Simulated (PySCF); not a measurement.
**NaSe: bond curves at several levels of theory**

An exercise on one series of results from a longer session: the logs are not shown, and one member is left open.

Program: PySCF 2.14.0. Level of theory: Na pcseg-1, Se pcseg-1, no relativity. These are calculated values, not measurements.

The first run:

A driver script around PySCF takes these settings:

```
atoms                         : Na, Se
charge                        : 0
basis                         : Na pcseg-1, Se pcseg-1
Hamiltonian                   : no relativity
basis functions               : 37
electrons treated             : 45
masses in u                   : 22.9898, 79.9165
levels                        : PBE0, PBE, r²SCAN, r²SCANh, M06, LDA, HSE06, HF, MP2, SCS-MP2, CCSD, CCSD(T)
grid                          : 80 radial by 434 angular points
occupations                   : held fixed by the projection of orbital angular momentum
dissociation limit            : Na + Se, each in its ground configuration
starting distance in angstrom : 2.690
values of 2S to try           : 1, 3
```

Started as:

```console
OMP_NUM_THREADS=1 python dia.py task.json out
```

Steps of the session up to this table: Set-up; PBE0 along the bond; Other states along the same grid; PBE (GGA); r²SCAN (meta-GGA); r²SCANh (hybrid meta-GGA); M06; LDA (local density); HSE06 (range-separated hybrid); UHF; Correlated methods on the Hartree–Fock reference.

One of the session's tables, all rows but one given; the rest of the session is left out.

Differences from CCSD(T) in the same basis:

| level | Re (mÅ) | ωe (%) |
| --- | --- | --- |
| UHF | -10 | +2.6 |
| UHF-MP2 | -4 | +1.0 |
| UHF-SCS-MP2 | -3 | +0.7 |
| UHF-CCSD | -2 | +0.4 |
| LDA | -75 | +4.1 |
| PBE | -27 | -0.6 |
| r²SCAN | -35 | +2.1 |
| r²SCANh | -39 | +2.9 |
| PBE0 | -42 | +2.8 |
| M06 | -39 | +1.4 |
| HSE06 | ? | ? |

Estimate the missing values for HSE06.

**Answer.** Re (mÅ): -39; ωe (%): +2.3.

Limits of these values: At some levels the lowest empty orbital lies below the highest filled one (the two can be of opposite spin).
